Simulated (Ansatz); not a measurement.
# CH4OSn: small, medium and large basis sets

Aim: see how fast density functionals converge with the basis set for CH4OSn.

The runs use Ansatz 0.2.0, Gaussian basis; one geometry, several basis sets.

The runs, in order: PBE0-D4/def2-SVP; ωB97M-V/def2-SVP; PBE0-D4/def2-QZVPP; ωB97M-V/def2-QZVPP; the functionals' def2-TZVPP values are taken from earlier runs.

### 1 Structure used throughout

The geometry comes from an earlier relaxation with PBE0-D4 in a triple-zeta def2 set; it is a stationary point, not always the lowest conformer. Sn takes the def2 core potential; no spin-orbit term is included.

SMILES `O=[CH][SnH3]`, 7 atoms, charge 0, spin multiplicity 1.

Atoms are counted from 1 here; the program's logs count them from 0.

Bond lengths: O1–C2 1.197 Å, C2–Sn3 2.211 Å, C2–H4 1.117 Å, Sn3–H5 1.708 Å, Sn3–H6 1.701 Å, Sn3–H7 1.708 Å. Angles: O1–C2–Sn3 122.2°, O1–C2–H4 119.9°, Sn3–C2–H4 118.0°, C2–Sn3–H5 109.0°, C2–Sn3–H6 108.3°, C2–Sn3–H7 109.0°, H5–Sn3–H6 110.9°, H5–Sn3–H7 108.7°, H6–Sn3–H7 110.9°.

Geometry (Å):

```
O    -0.8364   -1.6581    1.2094
C    -0.3868   -1.2703    0.1702
Sn    0.2687    0.8208   -0.1210
H    -0.2883   -1.9746   -0.6905
H    -0.6254    1.5116   -1.4020
H     0.0053    1.6702    1.3294
H     1.9242    0.8324   -0.5413
```

### 2 PBE0-D4 in def2-SVP

File in.yaml:

```yaml
crystal:
  periodic: [false, false, false]
  atoms:
    - {symbol: O, position_ang: [-0.836422, -1.658074, 1.209409]}
    - {symbol: C, position_ang: [-0.386781, -1.270270, 0.170218]}
    - {symbol: Sn, position_ang: [0.268689, 0.820801, -0.120968]}
    - {symbol: H, position_ang: [-0.288301, -1.974627, -0.690494]}
    - {symbol: H, position_ang: [-0.625395, 1.511556, -1.402049]}
    - {symbol: H, position_ang: [0.005313, 1.670223, 1.329371]}
    - {symbol: H, position_ang: [1.924199, 0.832392, -0.541287]}
basis:
  gaussian: {orbitals: def2-SVP}
hamiltonian: {xc: pbe0, dispersion: d4}
output: {orbitals: {seedname: orbitals}}
```

Launch:

```sh
> ansatz run in.yaml --threads 2 --pin off --events-out ev --progress --plain --max-ram 4352MiB
```

After this run come: ωB97M-V in def2-SVP; PBE0-D4 in def2-QZVPP; ωB97M-V in def2-QZVPP.

Q: Predict the results of all the runs planned. Wanted: PBE0-D4: double and triple zeta above quadruple; ωB97M-V: double and triple zeta above quadruple.

**Answer**, as computed:

```
                                       quantity          value
PBE0-D4: double and triple zeta above quadruple  4.16, 0.23 eV
ωB97M-V: double and triple zeta above quadruple  4.33, 0.22 eV
```

What this shows: PBE0-D4 gains 3.94 eV from double to triple zeta, then 0.23 eV more. Total energies overstate the basis error of differences, where much of it tends to cancel.
